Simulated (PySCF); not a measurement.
# CH8FGaN2: the cost of one run

The runs use PySCF 2.14.0, with density-fitted response routines of our own; the level of theory stands in each step. All values are computed, except where a source is named. Atoms are numbered from 0 throughout.

### 1 The starting structure

13 atoms, charge 0, multiplicity 1; geometry from: GFN2-xTB. The atoms were then displaced at random by about 0.01 Å, so the start is not that level's minimum.

Bonds of the start (Å): C0–N1 1.43, N1–Ga2 1.83, Ga2–N3 2.22, Ga2–F4 1.77, C0–H5 1.11, C0–H6 1.10, C0–H7 1.09, N1–H8 1.00, Ga2–H9 1.54, N3–H10 1.01, N3–H11 1.00, N3–H12 1.01.

### 2 Relaxing the molecule at PBE0-D3(BJ)/def2-SVP

What the job is given:

```
{"job": {"xc": "PBE0", "basis": "def2-SVP", "d3": "d3bj", "grid": 1, "shake": 0.01, "kind": "geom"}, "charge": 0, "multiplicity": 1}
C     -1.844330     0.233410    -0.920940
N     -0.882950    -0.645730    -0.336070
Ga     0.207080    -0.262510     1.088860
N      2.028470     0.388010    -0.007060
F      1.119720    -1.688490     1.612510
H     -1.556850     1.294330    -0.754840
H     -1.916200     0.092400    -2.006530
H     -2.853470     0.140490    -0.510810
H     -1.210680    -1.594100    -0.374080
H      0.055440     0.800220     2.191090
H      1.989740     1.241110    -0.538670
H      2.813860     0.376910     0.615890
H      2.055970    -0.392930    -0.653420
```

Started as:

```console
OMP_NUM_THREADS=1 python probes_run.py task.json out
```

This one command runs all jobs of the session in turn.

Q: Estimate the wall time and peak memory of this first job on 1 thread of Arm Neoverse V2, shared host.

About 2.2 min, with a peak of 0.5 GiB.
